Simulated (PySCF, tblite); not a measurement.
# C5H7AlClN: geometry, infrared bands and NMR shifts

Wanted: the infrared bands and NMR shifts of C5H7AlClN (`C#[N+][Al@H-]([Cl])[CH2]C#CC`), by calculation.

Programs: tblite 0.8.0 and PySCF 2.14.0, with density-fitted response routines of our own. Each step states its level of theory. These are calculated values for one molecule in the gas phase, unless marked as measured. Atoms are numbered from 0 throughout.

## Step 1: The starting structure

15 atoms, charge 0, multiplicity 1; geometry from: force field or distance geometry start.

Bonds of the start (Å): C0–N1 1.18, N1–Al2 1.86, Al2–Cl3 2.20, Al2–C4 1.97, C4–C5 1.46, C5–C6 1.21, C6–C7 1.47, C0–H8 1.07, Al2–H9 1.59, C4–H10 1.11, C4–H11 1.11, C7–H12 1.12, C7–H13 1.13, C7–H14 1.09.

## Step 2: Relaxing the molecule with GFN2-xTB

The job: settings as JSON, then the geometry in Å.

```
{"job": {"kind": "relax", "xc": "GFN2-xTB", "basis": "xTB"}, "charge": 0, "multiplicity": 1}
C      4.023900     1.371800     0.363200
N      3.087200     0.657300     0.263300
Al     1.636000    -0.494900     0.122900
Cl     2.360800    -2.412800    -0.668200
C      0.336700     0.234500    -1.169600
C     -1.020600     0.006600    -0.668300
C     -2.146500    -0.164200    -0.245600
C     -3.506000    -0.367200     0.285300
H      4.856500     2.039100     0.439900
H      0.901700    -0.696400     1.519100
H      0.470700    -0.238100    -2.168100
H      0.549000     1.319000    -1.294800
H     -3.704600     0.245500     1.196000
H     -4.246400    -0.060200    -0.514700
H     -3.602600    -1.431800     0.506400
```

Command:

```bash
> OMP_NUM_THREADS=1 python probes_run.py task.json out
```

This one command runs all jobs of the session in turn.

**Question.** This job is followed by: GFN2-xTB harmonic vibrations, gas phase; GIAO PBE0/pcSseg-1 NMR shielding, non-relativistic, gas phase. What will the session give for the following? strongest single infrared mode (GFN2-xTB); zero-point energy (GFN2-xTB); ¹³C shifts against TMS (PBE0/pcSseg-1); ¹H shifts against TMS (PBE0/pcSseg-1, means over atoms taken as alike); ¹⁵N shifts against NH3 (PBE0/pcSseg-1); ²⁷Al shifts against AlH4- (PBE0/pcSseg-1); ³⁵Cl shifts against HCl (PBE0/pcSseg-1); surface potential, 1st and 99th percentile.

**Answer**, as computed:

| quantity | value |
| --- | --- |
| strongest single infrared mode (GFN2-xTB) | 2172 cm⁻¹, 447 km/mol |
| zero-point energy (GFN2-xTB) | 60.7 kcal/mol |
| ¹³C shifts against TMS (PBE0/pcSseg-1) | 125.8, 86.9, 86.5, 6.2, 5.6 ppm |
| ¹H shifts against TMS (PBE0/pcSseg-1, means over atoms taken as alike) | 4.37, 3.55, 2.01, 1.20, 1.17 ppm |
| ¹⁵N shifts against NH3 (PBE0/pcSseg-1) | 254.9 ppm |
| ²⁷Al shifts against AlH4- (PBE0/pcSseg-1) | 27.4 ppm |
| ³⁵Cl shifts against HCl (PBE0/pcSseg-1) | -61 ppm |
| surface potential, 1st and 99th percentile | -1.30 V and 3.32 V |

Over 192 steps the energy fell by 0.770 eV; of the close pairs, Al2–Cl3 changed most, 2.198 to 2.041 Å. The lowest mode is slightly imaginary (2i cm⁻¹), a soft motion within the noise of the Hessian, so the minimum is not strictly shown. The strongest single mode, at 2172 cm⁻¹, moves mainly N1 and C0. Unscaled tight-binding wavenumbers are off by several per cent, some by more. Its intensities can rank the bands wrongly. At PBE0/pcSseg-1: The widest tensor belongs to N1: span 520 ppm, with a paramagnetic part of -318 ppm. By nearest atom (PBE0/pcSseg-1), the HOMO sits on C6 32 %; C4, C5 about 20 % each and the LUMO on C0 42 %; N1 36 %.
